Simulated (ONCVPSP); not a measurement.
# An ONCV potential for phosphorus, from input to tests

Do these settings give a usable potential? It is generated, then checked for transferability, scattering, ghosts and hardness.

Program: ONCVPSP 4.0.1. Reference atom: PBE, scalar-relativistic, spherical and spin-unpolarised. All values are calculated.

**1. Settings**

Typed settings, in words:

```json
{
 "element": "phosphorus (P, Z = 15)",
 "type": "optimised norm-conserving Vanderbilt (ONCV)",
 "frozen core": "[Ne]",
 "valence charge": "5",
 "reference configuration": "3s2 3p3",
 "partial waves": "3s: rc 1.30 bohr, ncon 5, nbas 9, qcut 4.7 1/bohr, 2 projectors, debl 2.4 Ha; 3p: rc 1.60 bohr, ncon 3, nbas 6, qcut 5.7 1/bohr, 3 projectors, debl 1 Ha; d scattering state at 0.32 Ha: rc 1.30 bohr, ncon 4, nbas 8, qcut 8.2 1/bohr, 1 projector",
 "local potential": "polynomial inside 1.00 bohr (lpopt 5, dvloc0 6 Ha)",
 "core correction": "Teter function fitted to the true core (icmod 2), fcfact 0.4"
}
```

The outer shells as boxes (Hund's rule for the drawing; the calculation is spin-unpolarised):

```
[Ne] core
3s [↑↓]
3p [↑ ][↑ ][↑ ]
```

**2. Generating the potential**

P.dat reads:

```
# ATOM AND REFERENCE CONFIGURATION
# atsym  z   nc   nv     iexc    psfile
  P 15.00    3    2        4      upf
#
#   n    l    f
    1    0    2.00
    2    0    2.00
    2    1    6.00
    3    0    2.00
    3    1    3.00
#
# PSEUDOPOTENTIAL AND OPTIMIZATION
# lmax
    2
#
#   l,   rc,      ep,       ncon, nbas, qcut
    0    1.30    0.00    5    9    4.70
    1    1.60    0.00    3    6    5.70
    2    1.30    0.32    4    8    8.20
#
# LOCAL POTENTIAL
# lloc, lpopt,  rc(5),   dvloc0
    4    5    1.00    6.00
#
# VANDERBILT-KLEINMAN-BYLANDER PROJECTORs
# l, nproj, debl
    0    2    2.40
    1    3    1.00
    2    1    3.30
#
# MODEL CORE CHARGE
# icmod, fcfact, rcfact
    2    0.40    0.80
#
# LOG DERIVATIVE ANALYSIS
# epsh1, epsh2, depsh
   -2.00    5.00    0.02
#
# OUTPUT GRID
# rlmax, drl
    6.00    0.01
#
# TEST CONFIGURATIONS
# ncnf
    4
# nvcnf
#   n    l    f
    2
    3    0    2.00
    3    1    2.00
#
    2
    3    0    2.00
    3    1    1.00
#
    2
    3    0    2.00
    3    1    0.00
#
    2
    3    0    1.00
    3    1    0.00
#
```

On the command line:

```console
$ oncvpsp.x < P.dat > P.out
```

Before running it: what results should come out? Wanted: cutoffs for 1 and 0.1 mHa per electron, occupied waves; bound ghosts; GHOST(+) flags; largest test error; largest phase difference near zero energy, channels read; rms error of d²Exc/dn², without and with the model core.

**Answer**, as computed:

```
                                                quantity                            value
  cutoffs for 1 and 0.1 mHa per electron, occupied waves                 94 Ha and 130 Ha
                                            bound ghosts  s at -140.85 eV, p at -65.38 eV
                                          GHOST(+) flags               none at low energy
                            largest test error (AE − PS)            +214 meV, for 3s1 3p0
largest phase difference near zero energy, channels read                        0.000 rad
 rms error of d²Exc/dn², without and with the model core                1.55 and 0.87 mHa
```

What this shows: A bound ghost (s, p) makes it unfit for use: electrons can fall into a state that the atom doesn't have. The worst unpolarised test, 3s1 3p0, is off by 214 meV on 110.6 eV; by total energies transferability rates as fair for so large an energy. That test lies far up in energy; among those under 40 eV, nearer to bonding, the largest error is 13 meV. The potential is very hard: the looser tolerance needs 94 Ha. At the looser tolerance the 3s wave is the slowest; 3p needs 5 Ha. Near zero energy the phases of the channels with partial waves agree within 0.001 rad. These are tests on the free atom; a crystal test is still owed.
